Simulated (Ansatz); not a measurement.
# C2H6N2Si: the cost of one run

Program: Ansatz 0.2.0 through its Python package. Level of theory: PBE0+D4/def2-SVP. These are calculated values, not measurements.

## Step 1: Starting point

Bond lengths: C1–C2 1.355 Å, C2–N3 1.362 Å, C2–Si4 1.770 Å, N3–Si4 1.833 Å, Si4–N5 1.685 Å, C1–H6 1.017 Å, C1–H7 1.082 Å, N3–H8 0.983 Å, Si4–H9 1.421 Å, N5–H10 1.057 Å, N5–H11 1.017 Å. Angles (14 of 18 angles, heavy atoms first): C1–C2–N3 141.8°, C1–C2–Si4 147.8°, N3–C2–Si4 70.3°, C2–N3–Si4 65.4°, C2–Si4–N3 44.4°, C2–Si4–N5 113.7°, N3–Si4–N5 90.2°, C2–C1–H6 122.5°, C2–C1–H7 115.8°, C2–N3–H8 109.4°, Si4–N3–H8 108.3°, C2–Si4–H9 119.5°, N3–Si4–H9 97.9°, N5–Si4–H9 110.1°.

No structure file is read: the coordinates are typed or built in the script.

## Step 2: The script

opt.py reads:

```python
# -*- coding: utf-8 -*-
import itertools

import ansatz as az
from ase import Atoms
from ase.data import atomic_numbers, covalent_radii
import numpy as np


def main():
    atoms = Atoms(['C', 'C', 'N', 'Si', 'N', 'H', 'H', 'H', 'H', 'H', 'H'], positions=[
        (0.0262, -1.8364, 1.0514),
        (-0.0189, -0.7465, 0.2473),
        (-0.8862, 0.0188, -0.4715),
        (0.8702, 0.5259, -0.604),
        (0.4621, 2.0847, -0.1113),
        (0.89, -2.1704, 1.4713),
        (-0.9288, -2.2826, 1.295),
        (-1.1341, -0.456, -1.296),
        (0.9805, 0.4754, -2.0194),
        (0.271, 2.038, 0.9275),
        (-0.4665, 2.2922, -0.4697),
    ])
    c2h6n2si = az.Crystal.molecule_from_ase(atoms)

    model = (
        c2h6n2si.calculation()
        .basis(gaussian='def2-SVP')
        .functional('PBE0', dispersion='d4')
    )
    symbols = [site.symbol for site in c2h6n2si.cartesian_sites]
    start = np.array([site.position_ang for site in c2h6n2si.cartesian_sites], dtype=float)
    rep = model.relax(force_tolerance=0.005, max_steps=100).run(threads=1).report
    end = np.array(rep['positions_ang'])

    for key in ('converged', 'free_energy_ev', 'reference_energy_ev', 'n_frozen', 'n_occupied', 'n_virtual'):
        print(f'{key:22s} {rep[key]}')

    radius = [covalent_radii[atomic_numbers[s]] for s in symbols]
    span = lambda where, i, j: np.linalg.norm(where[i] - where[j])
    bonded = [(i, j) for i, j in itertools.combinations(range(len(symbols)), 2) if min(span(start, i, j), span(end, i, j)) < 1.2 * (radius[i] + radius[j])]
    print('pair        before    after (A)')
    for i, j in bonded:
        print(f'{symbols[i]}{i}-{symbols[j]}{j}'.ljust(10), f'{span(start, i, j):8.4f} {span(end, i, j):8.4f}')

    charges = rep['charge_distribution']
    dipole = np.array(charges['dipole_moment_e_ang']) * 4.803205
    print('dipole (D): {:.3f} {:.3f} {:.3f}, length {:.3f}'.format(*dipole, np.linalg.norm(dipole)))
    print('atom  Mulliken   Lowdin')
    for symbol, m, l in zip(symbols, charges['mulliken_charges_e'], charges['lowdin_charges_e']):
        print(f'{symbol:4s} {m:9.3f} {l:8.3f}')
    with open('c2h6n2si_opt.xyz', 'w') as handle:
        handle.write(f'{len(symbols)}\nrelaxed C2H6N2Si\n')
        handle.writelines(f'{s:2s} {x:11.6f} {y:11.6f} {z:11.6f}\n' for s, (x, y, z) in zip(symbols, end))


if __name__ == '__main__':
    main()
```

## Step 3: What the engine is handed

The engine receives this input:

```yaml
crystal:
  periodic: [false, false, false]
  atoms:
    - { symbol: C, position_ang: [0.0262, -1.8364, 1.0514] }
    - { symbol: C, position_ang: [-0.0189, -0.7465, 0.2473] }
    - { symbol: "N", position_ang: [-0.8862, 0.0188, -0.4715] }
    - { symbol: Si, position_ang: [0.8702, 0.5259, -0.604] }
    - { symbol: "N", position_ang: [0.4621, 2.0847, -0.1113] }
    - { symbol: H, position_ang: [0.89, -2.1704, 1.4713] }
    - { symbol: H, position_ang: [-0.9288, -2.2826, 1.295] }
    - { symbol: H, position_ang: [-1.1341, -0.456, -1.296] }
    - { symbol: H, position_ang: [0.9805, 0.4754, -2.0194] }
    - { symbol: H, position_ang: [0.271, 2.038, 0.9275] }
    - { symbol: H, position_ang: [-0.4665, 2.2922, -0.4697] }
basis:
  gaussian:
    orbitals: def2-SVP
hamiltonian:
  xc: pbe0
  dispersion: d4
relax:
  f_tol: 0.005
  max_steps: 100
```

## Step 4: Running it

Run with:

```sh
$ python opt.py
```

Q: Estimate wall time and peak memory on 1 thread of INTEL XEON PLATINUM 8581C at 2.10GHz (Emerald Rapids), shared host.

About 68 s, with a peak of 0.3 GiB.
